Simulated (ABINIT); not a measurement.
# BiS (R-3m) in ABINIT: single point with LDA

Aim: the single point of BiS with LDA.

All numbers are computed with ABINIT 10.8.3 (patched build); they aren't measurements. Logs are shortened: lines on timing, memory, paths and dates and some standing lists are left out, and cuts for length are marked. The log counts tension as positive stress, the text compression.

### Step 1. The structure

It takes space group R-3m (No. 166, trigonal). Conventional cell: a = 4.219 Å, b = 4.219 Å, c = 10.501 Å, α = 90.00°, β = 90.00°, γ = 120.00°. Around Bi (site symmetry -3m) lie 6 S at 3.00 Å. S (site symmetry -3m) has 6 Bi at 3.00 Å as nearest neighbours.

The cell was built by a generator and needn't be a form met in nature.

### Step 2. Single point, LDA

run.abi reads:

```
# Pseudopotentials
pp_dirpath "./"
pseudos "Bi.upf, S.upf"

# Structure
acell 8.0586226875 8.0586226875 8.0586226909
rprim
     0.4946185498     0.2855681518     0.8208552375
    -0.4946185498     0.2855681518     0.8208552375
     0.0000000000    -0.5711363057     0.8208552371
ntypat 2
znucl 83 16
natom 2
typat 1 2
xcart
     0.0000000000     0.0000000000     0.0000000000
     0.0000000000    -0.0000000050     5.2507312200 Angstrom

# Plane-wave basis
ecut 30.0

# k points
kptopt 1
ngkpt 6 6 6
nshiftk 1
shiftk 0.0 0.0 0.0

# Exchange and correlation
ixc 7

# Bands and occupations
nband 15
occopt 3
tsmear 0.05 eV

# SCF cycle
nstep 100
tolvrs 1.0e-10

# Output
iomode 3
prtwf 0
prteig 0
prtebands 0
enunit 1
prtden 1
prtvha 1
prtvclmb 1
prtpot 1
prtelf 1
```

Potentials or basis: PseudoDojo NC SR LDA v0.4.1 standard.

Run with:

```console
$ abinit run.abi > log 2>&1
```

run.abo:

```text
.Version 10.8.3 of ABINIT
 Symmetries : space group R-3 m (#166); Bravais hR (rhombohedral)
================================================================================
 Values of the parameters that define the memory need of the present run
     intxc =       0    ionmov =       0      iscf =       7    lmnmax =       6
     lnmax =       6     mgfft =      40  mpssoang =       3    mqgrid =    3001
     natom =       2  nloc_mem =       1    nspden =       1   nspinor =       1
    nsppol =       1      nsym =      12    n1xccc =    2501    ntypat =       2
    occopt =       3   xclevel =       1
       mpw =        2878          nfft =       64000          nkpt =          32
================================================================================
================================================================================

--------------------------------------------------------------------------------
------------- Echo of variables that govern the present computation ------------
--------------------------------------------------------------------------------
 -outvars: echo values of preprocessed input variables --------
            acell      8.0586226875E+00  8.0586226875E+00  8.0586226909E+00 Bohr
              amu      2.08980370E+02  3.20660000E+01
             ecut      3.00000000E+01 Hartree
           enunit           1
              ixc           7
         kptrlatt        6    0    0      0    6    0      0    0    6
          kptrlen      4.78313312E+01
            natom           2
            nband          15
            ngfft          40      40      40
             nkpt          32
            nstep         100
             nsym          12
           ntypat           2
           occopt           3
        prtebands           0
           prteig           0
           prtelf           1
           prtpot           1
         prtvclmb           1
           prtvha           1
            prtwf           0
            rprim      4.9461854980E-01  2.8556815180E-01  8.2085523750E-01
                      -4.9461854980E-01  2.8556815180E-01  8.2085523750E-01
                       0.0000000000E+00 -5.7113630570E-01  8.2085523710E-01
          spgroup         166
           tolvrs      1.00000000E-10
           tsmear      1.83746611E-03 Hartree
            typat      1  2
           xangst      0.0000000000E+00  0.0000000000E+00  0.0000000000E+00
                       0.0000000000E+00 -4.9914563439E-09  5.2507312165E+00
            xcart      0.0000000000E+00  0.0000000000E+00  0.0000000000E+00
                       0.0000000000E+00 -9.4324854594E-09  9.9224439599E+00
             xred      0.0000000000E+00  0.0000000000E+00  0.0000000000E+00
                       5.0000000000E-01  5.0000000000E-01  5.0000000000E-01
            znucl       83.00000   16.00000

================================================================================

 chkinp: Checking input parameters for consistency.

================================================================================
== DATASET  1 ==================================================================

--- !DatasetInfo
iteration_state: {dtset: 1, }
dimensions: {natom: 2, nkpt: 32, mband: 15, nsppol: 1, nspinor: 1, nspden: 1, mpw: 2878, }
cutoff_energies: {ecut:  30.0, pawecutdg:  -1.0, }
electrons: {nelect:   2.10000000E+01, charge:   0.00000000E+00, occopt:   3.00000000E+00, tsmear:   1.83746611E-03, }
meta: {optdriver: 0, ionmov: 0, optcell: 0, iscf: 7, paral_kgb: 0, }
...

 Exchange-correlation functional for the present dataset will be:
  LDA: Perdew-Wang 92 LSD fit to Ceperley-Alder data - ixc=7
  J.P.Perdew and Y.Wang, PRB 45, 13244 (1992)

 Real(R)+Recip(G) space primitive vectors, cartesian coordinates (Bohr,Bohr^-1):
 R(1)=  3.9859443  2.3012860  6.6149626  G(1)=  0.1254408  0.0724233  0.0503908
 R(2)= -3.9859443  2.3012860  6.6149626  G(2)= -0.1254408  0.0724233  0.0503908
 R(3)=  0.0000000 -4.6025720  6.6149626  G(3)=  0.0000000 -0.1448465  0.0503908
 Unit cell volume ucvol=  3.6406628E+02 bohr^3
 Angles (23,13,12)=  5.92892004E+01  5.92892004E+01  5.92892005E+01 degrees

 getcut: wavevector=  0.0000  0.0000  0.0000  ngfft=  40  40  40
         ecut(hartree)=     30.000   => boxcut(ratio)=   2.01337

--- Pseudopotential description ------------------------------------------------
- pspini: atom type   1  psp file is ./Bi.upf
12 -1012 2 -1 1454                            pspcod,pspxc,lmax,lloc,mmax
     nproj     2     2     2

- pspini: atom type   2  psp file is ./S.upf
12 -1012 2 -1 1132                            pspcod,pspxc,lmax,lloc,mmax
     nproj     2     2     2

   1.07843698E+03                                ecore*ucvol(ha*bohr**3)
--------------------------------------------------------------------------------

================================================================================

--- !BeginCycle
iteration_state: {dtset: 1, }
solver: {iscf: 7, nstep: 100, nline: 4, wfoptalg: 0, }
tolerances: {tolvrs: 1.00E-10, }
...

     iter   Etot(hartree)      deltaE(h)  residm     vres2
 ETOT  1  -92.919789095714    -9.292E+01 2.011E-01 1.441E+02
 ETOT  2  -92.967619302236    -4.783E-02 9.396E-03 8.031E+01
 ETOT  3  -92.983286613269    -1.567E-02 3.457E-03 8.404E-01
 ETOT  4  -92.983393418808    -1.068E-04 1.490E-03 1.016E-01
 ETOT  5  -92.983413290464    -1.987E-05 1.363E-03 3.282E-03
 ETOT  6  -92.983413821243    -5.308E-07 3.661E-04 1.856E-04
 ETOT  7  -92.983413851054    -2.981E-08 3.088E-04 3.472E-07
 ETOT  8  -92.983413851092    -3.811E-11 1.351E-04 4.375E-08
 ETOT  9  -92.983413851100    -8.754E-12 9.865E-05 1.424E-11

 At SCF step    9       vres2   =  1.42E-11 < tolvrs=  1.00E-10 =>converged.

 Compute ELF
--------------------------------------------------------------------------------

 Compute kinetic energy density

 Compute gradient of the electron density
 Electron Localization Function (ELF) [min:0;max:1]
)     Maximum=    8.6045E-01  at reduced coord.    0.3750    0.3750    0.6250
)     Minimum=    1.2545E-08  at reduced coord.    0.5000    0.5000    0.5000
   Integrated=    1.1549E+02

--------------------------------------------------------------------------------
 End of ELF section

 Cartesian components of stress tensor (hartree/bohr^3)
  sigma(1 1)=  1.99549108E-04  sigma(3 2)=  7.40417217E-12
  sigma(2 2)=  1.99549125E-04  sigma(3 1)=  0.00000000E+00
  sigma(3 3)=  1.66356409E-04  sigma(2 1)=  0.00000000E+00

--- !ResultsGS
iteration_state: {dtset: 1, }
comment   : Summary of ground state results
lattice_vectors:
- [  3.9859443,   2.3012860,   6.6149626, ]
- [ -3.9859443,   2.3012860,   6.6149626, ]
- [  0.0000000,  -4.6025720,   6.6149626, ]
lattice_lengths: [   8.05862,    8.05862,    8.05862, ]
lattice_angles: [ 59.289,  59.289,  59.289, ] # degrees, (23, 13, 12)
lattice_volume:   3.6406628E+02
convergence: {deltae: -8.754E-12, res2:  1.424E-11, residm:  9.865E-05, diffor: null, }
etotal    :  -9.29834139E+01
entropy   :   0.00000000E+00
fermie    :   1.95852980E-01
cartesian_stress_tensor: # hartree/bohr^3
- [  1.99549108E-04,   0.00000000E+00,   0.00000000E+00, ]
- [  0.00000000E+00,   1.99549125E-04,   7.40417217E-12, ]
- [  0.00000000E+00,   7.40417217E-12,   1.66356409E-04, ]
pressure_GPa:  -5.5454E+00
xred      :
- [  0.0000E+00,   0.0000E+00,   0.0000E+00, Bi]
- [  5.0000E-01,   5.0000E-01,   5.0000E-01,  S]
cartesian_forces: # hartree/bohr
- [ -0.00000000E+00,  -0.00000000E+00,  -0.00000000E+00, ]
- [ -0.00000000E+00,  -0.00000000E+00,  -0.00000000E+00, ]
force_length_stats: {min:   0.00000000E+00, max:   0.00000000E+00, mean:   0.00000000E+00, }
...

 Integrated electronic density in atomic spheres:
 ------------------------------------------------
 Atom  Sphere_radius  Integrated_density
    1        2.00000         10.69948608
    2        2.00000          3.77910174
================================================================================

 ----iterations are completed or convergence reached----

 Mean square residual over all n,k,spin=   85.583E-08; max=  98.649E-06
 reduced coordinates (array xred) for    2 atoms
       0.000000000000      0.000000000000      0.000000000000
       0.500000000000      0.500000000000      0.500000000000
 rms dE/dt=  0.0000E+00; max dE/dt=  0.0000E+00; dE/dt below (all hartree)
    1       0.000000000000      0.000000000000      0.000000000000
    2       0.000000000000      0.000000000000      0.000000000000

 cartesian coordinates (angstrom) at end:
    1      0.00000000000000     0.00000000000000     0.00000000000000
    2      0.00000000000000    -0.00000000499146     5.25073121647364

 cartesian forces (hartree/bohr) at end:
    1     -0.00000000000000    -0.00000000000000    -0.00000000000000
    2     -0.00000000000000    -0.00000000000000    -0.00000000000000
 frms,max,avg= 0.0000000E+00 0.0000000E+00   0.000E+00  0.000E+00  0.000E+00 h/b

 cartesian forces (eV/Angstrom) at end:
    1     -0.00000000000000    -0.00000000000000    -0.00000000000000
    2     -0.00000000000000    -0.00000000000000    -0.00000000000000
 frms,max,avg= 0.0000000E+00 0.0000000E+00   0.000E+00  0.000E+00  0.000E+00 e/A
 length scales=  8.058622687500  8.058622687500  8.058622690900 bohr
              =  4.264439474598  4.264439474598  4.264439476397 angstroms
 Fermi (or HOMO) energy (eV) =   5.32943   Average Vxc (eV)= -10.29238
 Eigenvalues (   eV  ) for nkpt=  32  k points:
 kpt#   1, nband= 15, wtk=  0.00463, kpt=  0.0000  0.0000  0.0000 (reduced coord)
 -18.08730  -18.08513  -18.08513  -18.08069  -18.08069   -9.54037   -3.65561    1.98511
   2.11167    2.11167    7.85600    7.85600    7.88096   10.53144   10.73566
 prteigrs : prtvol=0 or 1, do not print more k-points.

--- !EnergyTerms
iteration_state     : {dtset: 1, }
comment             : Components of total free energy in Hartree
kinetic             :  4.28444399378095E+01
hartree             :  1.83400035809099E+01
xc                  : -2.45096782826319E+01
Ewald energy        : -6.14395103139988E+01
psp_core            :  2.96219952945477E+00
local_psp           : -5.75529777618653E+01
non_local_psp       : -1.36270972243856E+01
internal            : -9.29826205347074E+01
'-kT*entropy'       : -7.93316393136509E-04
total_energy        : -9.29834138511005E+01
total_energy_eV     : -2.53020758877220E+03
band_energy         : -7.14030666034392E+00
...

 Cartesian components of stress tensor (hartree/bohr^3)
  sigma(1 1)=  1.99549108E-04  sigma(3 2)=  7.40417217E-12
  sigma(2 2)=  1.99549125E-04  sigma(3 1)=  0.00000000E+00
  sigma(3 3)=  1.66356409E-04  sigma(2 1)=  0.00000000E+00

-Cartesian components of stress tensor (GPa)         [Pressure= -5.5454E+00 GPa]
- sigma(1 1)=  5.87093744E+00  sigma(3 2)=  2.17838266E-07
- sigma(2 2)=  5.87093795E+00  sigma(3 1)=  0.00000000E+00
- sigma(3 3)=  4.89437453E+00  sigma(2 1)=  0.00000000E+00

== END DATASET(S) ==============================================================
================================================================================

 -outvars: echo values of variables after computation  --------
            acell      8.0586226875E+00  8.0586226875E+00  8.0586226909E+00 Bohr
           etotal     -9.2983413851E+01
            fcart     -0.0000000000E+00 -0.0000000000E+00 -0.0000000000E+00
                      -0.0000000000E+00 -0.0000000000E+00 -0.0000000000E+00
            rprim      4.9461854980E-01  2.8556815180E-01  8.2085523750E-01
                      -4.9461854980E-01  2.8556815180E-01  8.2085523750E-01
                       0.0000000000E+00 -5.7113630570E-01  8.2085523710E-01
           strten      1.9954910779E-04  1.9954912489E-04  1.6635640896E-04
                       7.4041721735E-12  0.0000000000E+00  0.0000000000E+00
           xangst      0.0000000000E+00  0.0000000000E+00  0.0000000000E+00
                       0.0000000000E+00 -4.9914563439E-09  5.2507312165E+00
             xred      0.0000000000E+00  0.0000000000E+00  0.0000000000E+00
                       5.0000000000E-01  5.0000000000E-01  5.0000000000E-01
 Calculation completed.
```

Run time: 54 s. Hardware: 1 thread of Intel Xeon Platinum 8259CL at 2.50GHz (Skylake/Cascade Lake), shared host; peak memory 0.08 GiB.

Results:

```
Free energy                                           : -2530.2076 eV
Pressure                                              : -5.5 GPa
Band gap on the k mesh                                : none (metal or under the smearing width)
Valence electrons inside the program's atomic spheres : Bi 10.70; S 3.78
```

Stress tensor (GPa, compression positive):
```
-5.87  0.00  0.00
 0.00 -5.87  0.00
 0.00  0.00 -4.89
```

Levels at points of the mesh, in eV from the Fermi level:
| k point | band 8 | band 9 | band 10 | band 11 | band 12 | band 13 |
| --- | --- | --- | --- | --- | --- | --- |
| (0.00, 0.00, 0.00) | -3.34 | -3.22 | -3.22 | 2.53 | 2.53 | 2.55 |
| (0.50, 0.00, 0.00) | -2.86 | -2.82 | -1.95 | -1.50 | -0.35 | -0.28 |
| (0.50, 0.50, 0.00) | -6.34 | -4.65 | -4.55 | 2.56 | 3.27 | 3.28 |
| (0.50, 0.50, 0.50) | -2.79 | -2.79 | -1.87 | -1.40 | -0.21 | -0.21 |

Caveat: spin-orbit coupling is left out, which moves the levels of the heavy elements.
